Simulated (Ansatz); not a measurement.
# C4H2F4: basis-set convergence

The task here is to estimate one member of a computed series from the others.

Computed with Ansatz 0.2.0, Gaussian basis. Level: one geometry, several basis sets.

Plan: PBE0-D4/def2-SVP; ωB97M-V/def2-SVP; PBE0-D4/def2-QZVPP; ωB97M-V/def2-QZVPP; the functionals' def2-TZVPP values are taken from earlier runs.

**The geometry**

All runs share one geometry, relaxed beforehand with PBE0-D4 in a triple-zeta def2 set.

SMILES `FC(F)C#CC(F)F`, 10 atoms, charge 0, spin multiplicity 1.

Atoms are counted from 1 here; the program's logs count them from 0.

Bond lengths: F1–C2 1.353 Å, C2–F3 1.353 Å, C2–C4 1.461 Å, C2–H9 1.095 Å, C4–C5 1.198 Å, C5–C6 1.461 Å, C6–F7 1.353 Å, C6–F8 1.353 Å, C6–H10 1.095 Å. Angles: F1–C2–F3 107.9°, F1–C2–C4 110.3°, F1–C2–H9 108.3°, F3–C2–C4 110.2°, F3–C2–H9 108.3°, C4–C2–H9 111.8°, C2–C4–C5 177.2°, C4–C5–C6 177.2°, C5–C6–F7 110.2°, C5–C6–F8 110.2°, C5–C6–H10 111.8°, F7–C6–F8 107.9°, F7–C6–H10 108.3°, F8–C6–H10 108.3°.

The first run:

Input file in.yaml:

```yaml
crystal:
  periodic: [false, false, false]
  atoms:
    - {symbol: F, position_ang: [1.191134, -1.398775, 2.168678]}
    - {symbol: C, position_ang: [-0.001872, -1.382028, 1.531654]}
    - {symbol: F, position_ang: [-0.233998, -2.625246, 1.052285]}
    - {symbol: C, position_ang: [0.022778, -0.414722, 0.436883]}
    - {symbol: C, position_ang: [-0.003216, 0.405376, -0.435511]}
    - {symbol: C, position_ang: [0.019452, 1.372641, -1.530353]}
    - {symbol: F, position_ang: [-1.163252, 1.364341, -2.186430]}
    - {symbol: F, position_ang: [0.218041, 2.620661, -1.048296]}
    - {symbol: H, position_ang: [-0.779640, -1.145377, 2.264628]}
    - {symbol: H, position_ang: [0.813674, 1.151929, -2.250537]}
basis:
  gaussian: {orbitals: def2-SVP}
hamiltonian: {xc: pbe0, dispersion: d4}
output: {orbitals: {seedname: orbitals}}
```

Launch:

```console
$ ansatz run in.yaml --threads 4 --pin off --events-out ev --progress --plain --max-ram 11315MiB
```

Among the steps run: PBE0-D4 in def2-SVP; ωB97M-V in def2-SVP; PBE0-D4 in def2-QZVPP; ωB97M-V in def2-QZVPP.

One of the session's tables, all rows but one given; the rest of the session is left out.

It belongs to the step «Density functionals: the series». 

```
functional       basis  HOMO (eV)
   PBE0-D4    def2-SVP      -9.22
   PBE0-D4  def2-TZVPP      -9.26
   PBE0-D4  def2-QZVPP      -9.29
   ωB97M-V    def2-SVP     -11.47
   ωB97M-V  def2-TZVPP          ?
   ωB97M-V  def2-QZVPP     -11.57
```

**Question.** Estimate the row for ωB97M-V, def2-TZVPP.

**Answer.** HOMO (eV): -11.53. In the column «HOMO (eV)» it lies between ωB97M-V, def2-QZVPP (-11.57) and ωB97M-V, def2-SVP (-11.47).
